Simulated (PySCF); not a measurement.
# C₃H₇FOSi: electronic excitations at several levels of theory

How much do the electronic excitations of C₃H₇FOSi (`C/C(F)=C\O[SiH3]`) depend on the level of theory, and what does each level cost?

Computed with PySCF 2.14.0, with density-fitted response routines of our own, on a single molecule in the gas phase. Atoms are numbered from 0 throughout.

## 1. The starting structure

13 atoms, charge 0, multiplicity 1; geometry from: PBE0-D3(BJ)/def2-SVP.

Bonds of the start (Å): C0–C1 1.48, C1–F2 1.34, C1–C3 1.34, C3–O4 1.36, O4–Si5 1.68, C0–H6 1.10, C0–H7 1.10, C0–H8 1.10, C3–H9 1.10, Si5–H10 1.49, Si5–H11 1.49, Si5–H12 1.49.

## 2. TDDFT and polarisability: HF/def2-SVPD

Job settings and geometry (Å):

```
{"job": {"kind": "uv", "xc": "HF", "basis": "def2-SVPD", "ip": true}, "charge": 0, "multiplicity": 1}
C      2.187703    -0.020243     0.104772
C      1.110114    -0.915208    -0.371940
F      1.520584    -2.141818    -0.730031
C     -0.191208    -0.633495    -0.486880
O     -0.686392     0.594992    -0.186292
Si    -2.268505     0.892563     0.280279
H      1.772348     0.961032     0.364734
H      2.956011     0.109799    -0.674573
H      2.685908    -0.447722     0.990223
H     -0.882299    -1.396846    -0.864750
H     -2.534025     0.357967     1.649590
H     -3.206261     0.239665    -0.683519
H     -2.423509     2.369547     0.255323
```

Method: TDDFT HF/def2-SVPD, vertical, gas phase, core orbitals frozen in the response.

Command:

```bash
$ OMP_NUM_THREADS=1 python probes_run.py task.json out
```

The driver reads the jobs from task.json and runs them one after another.

The program printed:

```text
final grid: 105968 points
cycle   1  E = -580.5007733913  dE =  8.462e-01  |g| = 6.638e-01  |ddm| = 4.606e+00
cycle   2  E = -580.5890691606  dE = -8.830e-02  |g| = 3.536e-01  |ddm| = 1.383e+00
cycle   3  E = -580.6126784983  dE = -2.361e-02  |g| = 7.875e-02  |ddm| = 5.368e-01
cycle   4  E = -580.6144128858  dE = -1.734e-03  |g| = 1.525e-02  |ddm| = 1.944e-01
cycle   5  E = -580.6144899528  dE = -7.707e-05  |g| = 4.636e-03  |ddm| = 4.417e-02
cycle   6  E = -580.6144968746  dE = -6.922e-06  |g| = 1.651e-03  |ddm| = 1.175e-02
cycle   7  E = -580.6144980003  dE = -1.126e-06  |g| = 4.374e-04  |ddm| = 5.746e-03
cycle   8  E = -580.6144980884  dE = -8.807e-08  |g| = 1.238e-04  |ddm| = 1.346e-03
cycle   9  E = -580.6144980965  dE = -8.132e-09  |g| = 2.972e-05  |ddm| = 4.522e-04
cycle  10  E = -580.6144980970  dE = -4.688e-10  |g| = 9.232e-06  |ddm| = 1.049e-04
converged SCF energy = -580.6144980970

Static polarisability (au): isotropic 65.798, principal 52.866 59.669 84.859

Singlet excitations
state   eV       nm        f      main configurations
  1   6.9142    179.3   0.02541   H->L+1 0.54, H->L 0.26
  2   7.2352    171.4   0.53264   H->L+4 0.24, H->L+3 0.21, H->L+6 0.09
  3   7.6108    162.9   0.02051   H->L+2 0.32, H->L+3 0.12, H->L 0.11
  4   8.1164    152.8   0.01076   H->L+3 0.28, H->L+5 0.18, H->L+2 0.12
  5   8.5034    145.8   0.00942   H->L 0.52, H->L+1 0.16, H->L+3 0.12
  6   8.7897    141.1   0.04287   H->L+4 0.34, H->L+5 0.23, H->L+2 0.19
  7   8.8162    140.6   0.01609   H->L+6 0.35, H->L+5 0.15, H->L+2 0.11
  8   9.2507    134.0   0.01056   H->L+7 0.35, H-1->L+1 0.14, H->L+6 0.10
  9   9.3721    132.3   0.08524   H->L+9 0.18, H->L+11 0.13, H->L+8 0.12
 10   9.3929    132.0   0.01068   H-1->L+1 0.27, H-2->L+1 0.10, H-1->L+2 0.10

Triplet excitations (Tamm-Dancoff, eV): 3.6142 6.6450 7.1896 7.9118
Vertical ionisation energy (delta-SCF) = 7.8104 eV
```

Wall time 13 s (1 thread of Arm Neoverse V1, shared host); peak memory 0.73 GiB.

The orbitals next to the gap, with their largest atomic shares:

```
orbital      eV                         atoms
 HOMO−3  -14.10    O4 19 %, C3 15 %, Si5 14 %
 HOMO−2  -13.23  Si5 36 %, H12 25 %, H10 19 %
 HOMO−1  -12.97   Si5 30 %, H11 26 %, O4 21 %
   HOMO   -9.25     C1 31 %, C3 30 %, O4 17 %
   LUMO    2.33    Si5 61 %, H12 7 %, H11 6 %
 LUMO+1    2.60  Si5 29 %, H10 11 %, H11 11 %
 LUMO+2    3.27    C0 22 %, Si5 18 %, H7 12 %
```

With each of the 10 states as a Gaussian band of 0.4 eV half-width at 1/e, the curve within the window shown has maxima at 171 nm (ε 22,000), 133 nm (ε 4,700) L/(mol cm). Beyond the last state computed it falls off for lack of states. The curve at chosen wavelengths:

nm, ε (L/mol/cm) and a bar:
```
      128       2202 ###
      131       4121 #####
      133       4659 ######
      136       4264 #####
      139       3607 #####
      142       3031 ####
      144       2528 ###
      147       1710 ##
      150       1155 #
      152       1033 #
      155       1386 ##
      158       2908 ####
      161       6392 ########
      163       9914 #############
      166      16068 #####################
      169      20999 ############################
      172      22396 ##############################
      174      21068 ############################
      177      16689 ######################
      180      11359 ###############
      182       8160 ###########
      185       4510 ######
      188       2257 ###
      191       1040 #
      193        597 
      196        247
```

Further results of this job:

```
           property  computed
  dipole moment (D)      1.66
polarisability (Å³)      9.75
 HOMO–LUMO gap (eV)     11.59
      −ε(HOMO) (eV)      9.25
```

## 3. TDDFT and polarisability: LDA/def2-SVPD

Settings changed since step 2:

```diff
@@ -1,2 +1,2 @@
-{"job": {"kind": "uv", "xc": "HF", "basis": "def2-SVPD", "ip": true}, "charge": 0, "multiplicity": 1}
+{"job": {"kind": "uv", "xc": "LDA", "basis": "def2-SVPD", "ip": true}, "charge": 0, "multiplicity": 1}
 C      2.187703    -0.020243     0.104772
```

Level: TDDFT LDA/def2-SVPD, vertical, gas phase, core orbitals frozen in the response.

The program printed:

```text
coarse grid: 11400 points
cycle   1  E = -579.1716918043  dE =  5.244e-01  |g| = 7.482e-01  |ddm| = 5.450e+00
cycle   2  E = -578.6618000892  dE =  5.099e-01  |g| = 1.743e+00  |ddm| = 2.552e+00
cycle   3  E = -579.2618893563  dE = -6.001e-01  |g| = 3.120e-01  |ddm| = 1.955e+00
cycle   4  E = -579.2810610695  dE = -1.917e-02  |g| = 1.345e-01  |ddm| = 5.588e-01
cycle   5  E = -579.2843793701  dE = -3.318e-03  |g| = 6.650e-02  |ddm| = 2.364e-01
cycle   6  E = -579.2854420906  dE = -1.063e-03  |g| = 1.249e-02  |ddm| = 8.439e-02
cycle   7  E = -579.2854771769  dE = -3.509e-05  |g| = 3.899e-03  |ddm| = 1.939e-02
cycle   8  E = -579.2854800471  dE = -2.870e-06  |g| = 8.847e-04  |ddm| = 5.142e-03
final grid: 105968 points
cycle   9  E = -579.3706980852  dE = -3.370e-05  |g| = 4.600e-03  |ddm| = 1.110e-01
cycle  10  E = -579.3706860044  dE =  1.208e-05  |g| = 8.993e-03  |ddm| = 1.602e-02
cycle  11  E = -579.3707022313  dE = -1.623e-05  |g| = 1.035e-03  |ddm| = 1.018e-02
cycle  12  E = -579.3707024289  dE = -1.976e-07  |g| = 4.966e-04  |ddm| = 1.645e-03
cycle  13  E = -579.3707024814  dE = -5.254e-08  |g| = 1.965e-04  |ddm| = 8.016e-04
cycle  14  E = -579.3707024899  dE = -8.518e-09  |g| = 2.257e-05  |ddm| = 2.552e-04
cycle  15  E = -579.3707024900  dE = -9.936e-11  |g| = 8.930e-06  |ddm| = 5.165e-05
converged SCF energy = -579.3707024900

Static polarisability (au): isotropic 75.538, principal 58.980 68.943 98.691

Singlet excitations
state   eV       nm        f      main configurations
  1   4.3471    285.2   0.00053   H->L 1.00
  2   5.4237    228.6   0.01731   H->L+2 0.96
  3   5.5557    223.2   0.09779   H->L+1 0.50, H->L+3 0.26, H->L+5 0.18
  4   5.8645    211.4   0.05104   H->L+3 0.59, H->L+5 0.18, H->L+4 0.15
  5   5.9198    209.4   0.02088   H->L+4 0.84, H->L+3 0.09
  6   6.4908    191.0   0.15004   H->L+5 0.45, H->L+1 0.20, H->L+6 0.16
  7   6.7839    182.8   0.04314   H->L+6 0.67, H-1->L 0.17
  8   6.8176    181.9   0.00409   H-1->L 0.82, H->L+6 0.13
  9   6.8302    181.5   0.04872   H->L+7 0.87
 10   7.2385    171.3   0.01511   H-1->L+1 0.89

Triplet excitations (Tamm-Dancoff, eV): 4.1930 4.2656 5.3798 5.7081
Vertical ionisation energy (delta-SCF) = 8.6010 eV
```

Wall time 35 s (1 thread of Arm Neoverse V1, shared host); peak memory 0.54 GiB.

This run: HOMO -5.45 eV, LUMO -1.15 eV; lowest singlet 4.35 eV.

## 4. Excited states and response: PBE/def2-SVPD

Settings changed since step 3:

```diff
@@ -1,2 +1,2 @@
-{"job": {"kind": "uv", "xc": "LDA", "basis": "def2-SVPD", "ip": true}, "charge": 0, "multiplicity": 1}
+{"job": {"kind": "uv", "xc": "PBE", "basis": "def2-SVPD", "ip": true}, "charge": 0, "multiplicity": 1}
 C      2.187703    -0.020243     0.104772
```

With the program's defaults for keys left out, this is: TDDFT PBE/def2-SVPD, vertical, gas phase, core orbitals frozen in the response.

The program printed:

```text
coarse grid: 11400 points
cycle   1  E = -582.0864648783  dE =  5.300e-01  |g| = 7.548e-01  |ddm| = 5.388e+00
cycle   2  E = -581.6067088531  dE =  4.798e-01  |g| = 1.704e+00  |ddm| = 2.525e+00
cycle   3  E = -582.1784969053  dE = -5.718e-01  |g| = 3.005e-01  |ddm| = 1.926e+00
cycle   4  E = -582.1962406855  dE = -1.774e-02  |g| = 1.334e-01  |ddm| = 5.494e-01
cycle   5  E = -582.1995951898  dE = -3.355e-03  |g| = 6.262e-02  |ddm| = 2.308e-01
cycle   6  E = -582.2005394171  dE = -9.442e-04  |g| = 1.255e-02  |ddm| = 8.172e-02
cycle   7  E = -582.2005736862  dE = -3.427e-05  |g| = 4.195e-03  |ddm| = 1.861e-02
cycle   8  E = -582.2005771624  dE = -3.476e-06  |g| = 7.705e-04  |ddm| = 5.491e-03
final grid: 105968 points
cycle   9  E = -582.3097824738  dE = -8.067e-06  |g| = 1.565e-02  |ddm| = 1.334e-01
cycle  10  E = -582.3096121159  dE =  1.704e-04  |g| = 3.310e-02  |ddm| = 5.115e-02
cycle  11  E = -582.3098267880  dE = -2.147e-04  |g| = 4.763e-03  |ddm| = 3.658e-02
cycle  12  E = -582.3098324716  dE = -5.684e-06  |g| = 1.027e-03  |ddm| = 6.443e-03
cycle  13  E = -582.3098326855  dE = -2.139e-07  |g| = 2.135e-04  |ddm| = 1.440e-03
cycle  14  E = -582.3098326967  dE = -1.123e-08  |g| = 5.213e-05  |ddm| = 4.361e-04
cycle  15  E = -582.3098326973  dE = -5.468e-10  |g| = 2.427e-05  |ddm| = 9.101e-05
converged SCF energy = -582.3098326973

Static polarisability (au): isotropic 74.340, principal 57.795 67.743 97.482

Singlet excitations
state   eV       nm        f      main configurations
  1   4.4196    280.5   0.00072   H->L 1.00
  2   5.3234    232.9   0.01281   H->L+2 0.97
  3   5.5845    222.0   0.09820   H->L+1 0.50, H->L+5 0.19, H->L+3 0.13
  4   5.7884    214.2   0.00357   H->L+3 0.71, H->L+4 0.27
  5   5.8894    210.5   0.06312   H->L+4 0.57, H->L+5 0.23, H->L+3 0.13
  6   6.4274    192.9   0.11674   H->L+5 0.39, H->L+6 0.28, H->L+1 0.17
  7   6.6819    185.6   0.05592   H->L+6 0.65, H->L+7 0.15
  8   6.7896    182.6   0.07263   H->L+7 0.78
  9   6.9320    178.9   0.00805   H-1->L 0.99
 10   7.2946    170.0   0.00289   H->L+8 0.59, H-1->L+1 0.39

Triplet excitations (Tamm-Dancoff, eV): 4.0464 4.3069 5.2656 5.7026
Vertical ionisation energy (delta-SCF) = 8.4011 eV
```

Run time: 49 s. Hardware: 1 thread of Arm Neoverse V1, shared host; peak memory 0.67 GiB.

In short: HOMO -5.29 eV, LUMO -0.91 eV; lowest singlet 4.42 eV.

## 5. Ultraviolet spectrum: B3LYP/def2-SVPD

Settings changed since step 4:

```diff
@@ -1,2 +1,2 @@
-{"job": {"kind": "uv", "xc": "PBE", "basis": "def2-SVPD", "ip": true}, "charge": 0, "multiplicity": 1}
+{"job": {"kind": "uv", "xc": "B3LYP", "basis": "def2-SVPD", "ip": true}, "charge": 0, "multiplicity": 1}
 C      2.187703    -0.020243     0.104772
```

Method: TDDFT B3LYP/def2-SVPD, vertical, gas phase, core orbitals frozen in the response.

The program printed:

```text
coarse grid: 11400 points
cycle   1  E = -582.6347772755  dE =  5.762e-01  |g| = 7.209e-01  |ddm| = 5.334e+00
cycle   2  E = -582.4345028432  dE =  2.003e-01  |g| = 1.251e+00  |ddm| = 1.946e+00
cycle   3  E = -582.7256986796  dE = -2.912e-01  |g| = 1.589e-01  |ddm| = 1.263e+00
cycle   4  E = -582.7303625175  dE = -4.664e-03  |g| = 7.269e-02  |ddm| = 2.889e-01
cycle   5  E = -582.7313987603  dE = -1.036e-03  |g| = 2.091e-02  |ddm| = 9.829e-02
cycle   6  E = -582.7314946475  dE = -9.589e-05  |g| = 5.288e-03  |ddm| = 2.971e-02
cycle   7  E = -582.7315010196  dE = -6.372e-06  |g| = 1.024e-03  |ddm| = 8.088e-03
final grid: 105968 points
cycle   8  E = -582.8202793134  dE = -2.655e-05  |g| = 4.136e-03  |ddm| = 9.490e-02
cycle   9  E = -582.8202760561  dE =  3.257e-06  |g| = 5.958e-03  |ddm| = 1.285e-02
cycle  10  E = -582.8202828929  dE = -6.837e-06  |g| = 6.256e-04  |ddm| = 5.958e-03
cycle  11  E = -582.8202829689  dE = -7.598e-08  |g| = 1.111e-04  |ddm| = 9.043e-04
cycle  12  E = -582.8202829715  dE = -2.598e-09  |g| = 3.703e-05  |ddm| = 2.259e-04
cycle  13  E = -582.8202829718  dE = -2.963e-10  |g| = 1.400e-05  |ddm| = 7.737e-05
converged SCF energy = -582.8202829718

Static polarisability (au): isotropic 71.628, principal 56.324 65.370 93.189

Singlet excitations
state   eV       nm        f      main configurations
  1   5.1063    242.8   0.00013   H->L 0.99
  2   5.9388    208.8   0.01629   H->L+2 0.83, H->L+1 0.12
  3   6.1398    201.9   0.19229   H->L+1 0.68, H->L+4 0.09, H->L+2 0.09
  4   6.3374    195.6   0.00840   H->L+3 0.91
  5   6.5833    188.3   0.09512   H->L+4 0.89
  6   6.8337    181.4   0.06244   H->L+5 0.72, H->L+6 0.18
  7   7.1467    173.5   0.02684   H->L+6 0.58, H->L+7 0.30
  8   7.3164    169.5   0.09298   H->L+7 0.62, H->L+6 0.20, H->L+5 0.08
  9   7.6305    162.5   0.00781   H-1->L 0.96
 10   7.8368    158.2   0.02620   H->L+8 0.91

Triplet excitations (Tamm-Dancoff, eV): 4.0673 4.9807 5.8538 6.2515
Vertical ionisation energy (delta-SCF) = 8.6202 eV
```

Wall time 48 s (1 thread of Arm Neoverse V1, shared host); peak memory 0.81 GiB.

This run: HOMO -6.31 eV, LUMO -0.28 eV; lowest singlet 5.11 eV.

## 6. TDDFT and polarisability: PBE0/def2-SVPD

Settings changed since step 5:

```diff
@@ -1,2 +1,2 @@
-{"job": {"kind": "uv", "xc": "B3LYP", "basis": "def2-SVPD", "ip": true}, "charge": 0, "multiplicity": 1}
+{"job": {"kind": "uv", "xc": "PBE0", "basis": "def2-SVPD", "ip": true}, "charge": 0, "multiplicity": 1}
 C      2.187703    -0.020243     0.104772
```

With the program's defaults for keys left out, this is: TDDFT PBE0/def2-SVPD, vertical, gas phase, core orbitals frozen in the response.

The program printed:

```text
coarse grid: 11400 points
cycle   1  E = -582.1918429602  dE =  5.848e-01  |g| = 6.504e-01  |ddm| = 5.011e+00
cycle   2  E = -582.0714102343  dE =  1.204e-01  |g| = 1.029e+00  |ddm| = 1.745e+00
cycle   3  E = -582.2675157962  dE = -1.961e-01  |g| = 1.247e-01  |ddm| = 1.101e+00
cycle   4  E = -582.2703348329  dE = -2.819e-03  |g| = 5.722e-02  |ddm| = 2.279e-01
cycle   5  E = -582.2709898739  dE = -6.550e-04  |g| = 1.490e-02  |ddm| = 7.950e-02
cycle   6  E = -582.2710379425  dE = -4.807e-05  |g| = 3.935e-03  |ddm| = 2.250e-02
cycle   7  E = -582.2710414132  dE = -3.471e-06  |g| = 6.761e-04  |ddm| = 6.011e-03
final grid: 105968 points
cycle   8  E = -582.3526329471  dE = -1.959e-05  |g| = 8.078e-03  |ddm| = 9.073e-02
cycle   9  E = -582.3526177391  dE =  1.521e-05  |g| = 1.215e-02  |ddm| = 2.243e-02
cycle  10  E = -582.3526457396  dE = -2.800e-05  |g| = 1.247e-03  |ddm| = 1.272e-02
cycle  11  E = -582.3526460978  dE = -3.582e-07  |g| = 2.591e-04  |ddm| = 1.742e-03
cycle  12  E = -582.3526461100  dE = -1.224e-08  |g| = 1.105e-04  |ddm| = 4.372e-04
cycle  13  E = -582.3526461126  dE = -2.563e-09  |g| = 1.491e-05  |ddm| = 1.618e-04
cycle  14  E = -582.3526461126  dE = -5.639e-11  |g| = 4.161e-06  |ddm| = 4.015e-05
converged SCF energy = -582.3526461126

Static polarisability (au): isotropic 71.012, principal 55.883 64.763 92.391

Singlet excitations
state   eV       nm        f      main configurations
  1   5.2679    235.4   0.00016   H->L 0.98
  2   6.2067    199.8   0.02513   H->L+2 0.77, H->L+1 0.14
  3   6.3026    196.7   0.21933   H->L+1 0.71, H->L+2 0.13
  4   6.6186    187.3   0.00618   H->L+3 0.88, H->L+2 0.08
  5   6.7932    182.5   0.09799   H->L+4 0.92
  6   7.0581    175.7   0.06413   H->L+5 0.77, H->L+6 0.14
  7   7.3743    168.1   0.01795   H->L+6 0.52, H->L+7 0.36
  8   7.5230    164.8   0.09035   H->L+7 0.52, H->L+6 0.29, H->L+5 0.10
  9   7.7503    160.0   0.01000   H-1->L 0.94
 10   8.0647    153.7   0.02200   H->L+8 0.89

Triplet excitations (Tamm-Dancoff, eV): 4.0286 5.1179 6.0951 6.5097
Vertical ionisation energy (delta-SCF) = 8.5854 eV
```

Wall time 47 s (1 thread of Arm Neoverse V1, shared host); peak memory 0.81 GiB.

This run: HOMO -6.50 eV, LUMO -0.07 eV; lowest singlet 5.27 eV.

## 7. Ultraviolet spectrum: BHandHLYP/def2-SVPD

Settings changed since step 6:

```diff
@@ -1,2 +1,2 @@
-{"job": {"kind": "uv", "xc": "PBE0", "basis": "def2-SVPD", "ip": true}, "charge": 0, "multiplicity": 1}
+{"job": {"kind": "uv", "xc": "BHandHLYP", "basis": "def2-SVPD", "ip": true}, "charge": 0, "multiplicity": 1}
 C      2.187703    -0.020243     0.104772
```

Level: TDDFT BHandHLYP/def2-SVPD, vertical, gas phase, core orbitals frozen in the response.

The program printed:

```text
coarse grid: 11400 points
cycle   1  E = -582.5034947122  dE =  6.643e-01  |g| = 6.478e-01  |ddm| = 4.917e+00
cycle   2  E = -582.4864435307  dE =  1.705e-02  |g| = 7.399e-01  |ddm| = 1.489e+00
cycle   3  E = -582.5839603232  dE = -9.752e-02  |g| = 7.564e-02  |ddm| = 7.710e-01
cycle   4  E = -582.5849228171  dE = -9.625e-04  |g| = 3.861e-02  |ddm| = 1.454e-01
cycle   5  E = -582.5852203557  dE = -2.975e-04  |g| = 8.549e-03  |ddm| = 5.343e-02
cycle   6  E = -582.5852351753  dE = -1.482e-05  |g| = 1.695e-03  |ddm| = 1.420e-02
cycle   7  E = -582.5852358611  dE = -6.858e-07  |g| = 3.278e-04  |ddm| = 3.325e-03
final grid: 105968 points
cycle   8  E = -582.6431378366  dE = -1.250e-05  |g| = 2.422e-03  |ddm| = 5.473e-02
cycle   9  E = -582.6431379682  dE = -1.316e-07  |g| = 2.452e-03  |ddm| = 7.890e-03
cycle  10  E = -582.6431390773  dE = -1.109e-06  |g| = 2.288e-04  |ddm| = 2.485e-03
cycle  11  E = -582.6431390859  dE = -8.632e-09  |g| = 8.642e-05  |ddm| = 4.122e-04
cycle  12  E = -582.6431390876  dE = -1.686e-09  |g| = 9.718e-06  |ddm| = 1.842e-04
cycle  13  E = -582.6431390877  dE = -3.411e-11  |g| = 2.349e-06  |ddm| = 3.138e-05
converged SCF energy = -582.6431390877

Static polarisability (au): isotropic 68.629, principal 54.488 62.578 88.821

Singlet excitations
state   eV       nm        f      main configurations
  1   5.9438    208.6   0.00100   H->L 0.94
  2   6.7318    184.2   0.08995   H->L+2 0.45, H->L+1 0.29, H->L+3 0.17
  3   6.7379    184.0   0.30521   H->L+2 0.51, H->L+1 0.32, H->L+3 0.11
  4   7.1906    172.4   0.01850   H->L+3 0.55, H->L+1 0.27
  5   7.3441    168.8   0.05985   H->L+5 0.43, H->L+4 0.41
  6   7.6372    162.3   0.02407   H->L+4 0.45, H->L+5 0.45
  7   7.8599    157.7   0.00606   H->L+6 0.52, H->L+7 0.18
  8   8.1226    152.6   0.07667   H->L+7 0.55, H->L+6 0.32
  9   8.3936    147.7   0.00721   H-1->L 0.80
 10   8.4905    146.0   0.04264   H->L+8 0.83

Triplet excitations (Tamm-Dancoff, eV): 3.9964 5.7814 6.5466 7.0584
Vertical ionisation energy (delta-SCF) = 8.6182 eV
```

Wall time 41 s (1 thread of Arm Neoverse V1, shared host); peak memory 0.81 GiB.

Key values: HOMO -7.62 eV, LUMO 0.71 eV; lowest singlet 5.94 eV.

## 8. Excited states and response: CAM-B3LYP/def2-SVPD

Settings changed since step 7:

```diff
@@ -1,2 +1,2 @@
-{"job": {"kind": "uv", "xc": "BHandHLYP", "basis": "def2-SVPD", "ip": true}, "charge": 0, "multiplicity": 1}
+{"job": {"kind": "uv", "xc": "CAM-B3LYP", "basis": "def2-SVPD", "ip": true}, "charge": 0, "multiplicity": 1}
 C      2.187703    -0.020243     0.104772
```

Method: TDDFT CAM-B3LYP/def2-SVPD, vertical, gas phase, core orbitals frozen in the response.

The program printed:

```text
coarse grid: 11400 points
cycle   1  E = -582.5042372027  dE =  6.594e-01  |g| = 6.947e-01  |ddm| = 5.096e+00
cycle   2  E = -582.4480608270  dE =  5.618e-02  |g| = 9.158e-01  |ddm| = 1.602e+00
cycle   3  E = -582.5944333511  dE = -1.464e-01  |g| = 7.821e-02  |ddm| = 8.587e-01
cycle   4  E = -582.5954297245  dE = -9.964e-04  |g| = 4.191e-02  |ddm| = 1.572e-01
cycle   5  E = -582.5957598341  dE = -3.301e-04  |g| = 1.049e-02  |ddm| = 5.247e-02
cycle   6  E = -582.5957802401  dE = -2.041e-05  |g| = 2.408e-03  |ddm| = 1.720e-02
cycle   7  E = -582.5957815618  dE = -1.322e-06  |g| = 3.866e-04  |ddm| = 4.332e-03
final grid: 105968 points
cycle   8  E = -582.6861247158  dE = -2.138e-05  |g| = 3.501e-03  |ddm| = 5.743e-02
cycle   9  E = -582.6861241616  dE =  5.542e-07  |g| = 4.135e-03  |ddm| = 1.019e-02
cycle  10  E = -582.6861271289  dE = -2.967e-06  |g| = 3.384e-04  |ddm| = 3.750e-03
cycle  11  E = -582.6861271490  dE = -2.006e-08  |g| = 1.111e-04  |ddm| = 5.994e-04
cycle  12  E = -582.6861271518  dE = -2.864e-09  |g| = 1.902e-05  |ddm| = 2.644e-04
cycle  13  E = -582.6861271519  dE = -6.935e-11  |g| = 9.195e-06  |ddm| = 4.782e-05
converged SCF energy = -582.6861271519

Static polarisability (au): isotropic 70.541, principal 55.811 64.428 91.384

Singlet excitations
state   eV       nm        f      main configurations
  1   5.7494    215.6   0.00081   H->L 0.94
  2   6.5366    189.7   0.32511   H->L+2 0.95
  3   6.5538    189.2   0.04549   H->L+1 0.53, H->L+3 0.33
  4   7.0415    176.1   0.02297   H->L+3 0.45, H->L+1 0.27, H->L+4 0.12
  5   7.1596    173.2   0.05319   H->L+4 0.43, H->L+5 0.31, H->L+1 0.14
  6   7.4624    166.1   0.02359   H->L+5 0.52, H->L+4 0.39
  7   7.6810    161.4   0.00529   H->L+6 0.47, H->L+7 0.20
  8   7.9065    156.8   0.06087   H->L+7 0.46, H->L+6 0.35
  9   8.0131    154.7   0.02022   H-1->L 0.77, H->L+7 0.09
 10   8.2684    149.9   0.03466   H->L+8 0.83

Triplet excitations (Tamm-Dancoff, eV): 4.0332 5.5890 6.3667 6.8955
Vertical ionisation energy (delta-SCF) = 8.7042 eV
```

Wall time 44 s (1 thread of Arm Neoverse V1, shared host); peak memory 0.94 GiB.

This run: HOMO -7.85 eV, LUMO 0.85 eV; lowest singlet 5.75 eV.

[end of part 1 of 2]
